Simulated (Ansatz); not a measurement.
# CH4ClFSeSi: small, medium and large basis sets

How large a basis does CH4ClFSeSi need? Two functionals are run in growing sets.

The runs use Ansatz 0.2.0, Gaussian basis; one geometry, several basis sets.

Plan: PBE0-D4/def2-SVP; ωB97M-V/def2-SVP; PBE0-D4/def2-QZVPP; ωB97M-V/def2-QZVPP; the functionals' def2-TZVPP values are taken from earlier runs.

### 1 The geometry

The geometry comes from an earlier relaxation with PBE0-D4 in a triple-zeta def2 set; it is a stationary point, not always the lowest conformer.

SMILES `C[Si](F)(Cl)[SeH]`, 9 atoms, charge 0, spin multiplicity 1.

Atoms are counted from 1 here; the program's logs count them from 0.

Bond lengths: C1–Si2 1.844 Å, C1–H6 1.093 Å, C1–H7 1.093 Å, C1–H8 1.091 Å, Si2–F3 1.593 Å, Si2–Cl4 2.043 Å, Si2–Se5 2.260 Å, Se5–H9 1.471 Å. Angles: Si2–C1–H6 109.9°, Si2–C1–H7 110.3°, Si2–C1–H8 110.3°, H6–C1–H7 108.6°, H6–C1–H8 109.0°, H7–C1–H8 108.6°, C1–Si2–F3 108.0°, C1–Si2–Cl4 111.1°, C1–Si2–Se5 114.8°, F3–Si2–Cl4 107.4°, F3–Si2–Se5 110.1°, Cl4–Si2–Se5 105.2°, Si2–Se5–H9 91.6°.

Coordinates:

```xyz
9
CH4ClFSeSi
C    -0.7399   -0.9434   -0.1057
Si    0.6819    0.2221   -0.2464
F     1.8923   -0.3743    0.6001
Cl    1.3111    0.3820   -2.1834
Se    0.2414    2.3390    0.4119
H    -0.4400   -1.9388   -0.4419
H    -1.0730   -1.0123    0.9325
H    -1.5747   -0.5985   -0.7176
H    -0.2106    1.8780    1.7335
```

### 2 PBE0-D4 in def2-SVP

The input, in.yaml:

```yaml
crystal:
  periodic: [false, false, false]
  atoms:
    - {symbol: C, position_ang: [-0.739895, -0.943351, -0.105735]}
    - {symbol: Si, position_ang: [0.681887, 0.222143, -0.246401]}
    - {symbol: F, position_ang: [1.892317, -0.374341, 0.600073]}
    - {symbol: Cl, position_ang: [1.311067, 0.381951, -2.183388]}
    - {symbol: Se, position_ang: [0.241420, 2.338967, 0.411885]}
    - {symbol: H, position_ang: [-0.440032, -1.938815, -0.441940]}
    - {symbol: H, position_ang: [-1.072963, -1.012338, 0.932515]}
    - {symbol: H, position_ang: [-1.574743, -0.598540, -0.717619]}
    - {symbol: H, position_ang: [-0.210560, 1.878024, 1.733510]}
basis:
  gaussian: {orbitals: def2-SVP}
hamiltonian: {xc: pbe0, dispersion: d4}
output: {orbitals: {seedname: orbitals}}
```

The runs that follow: ωB97M-V in def2-SVP; PBE0-D4 in def2-QZVPP; ωB97M-V in def2-QZVPP.

Q: Predict the results of all the runs planned. Wanted: PBE0-D4: double and triple zeta above quadruple; ωB97M-V: double and triple zeta above quadruple.

As calculated:

| quantity | value |
| --- | --- |
| PBE0-D4: double and triple zeta above quadruple | 22.23, 2.23 eV |
| ωB97M-V: double and triple zeta above quadruple | 22.20, 2.14 eV |

What this shows: For PBE0-D4 the step from double to triple zeta gains 20.00 eV and the next only 2.23 eV. Total energies overstate the basis error of differences, where much of it tends to cancel. The LUMO of ωB97M-V is positive and keeps falling with the basis (2.12 to 1.24 eV): an unbound level that the basis holds in place.
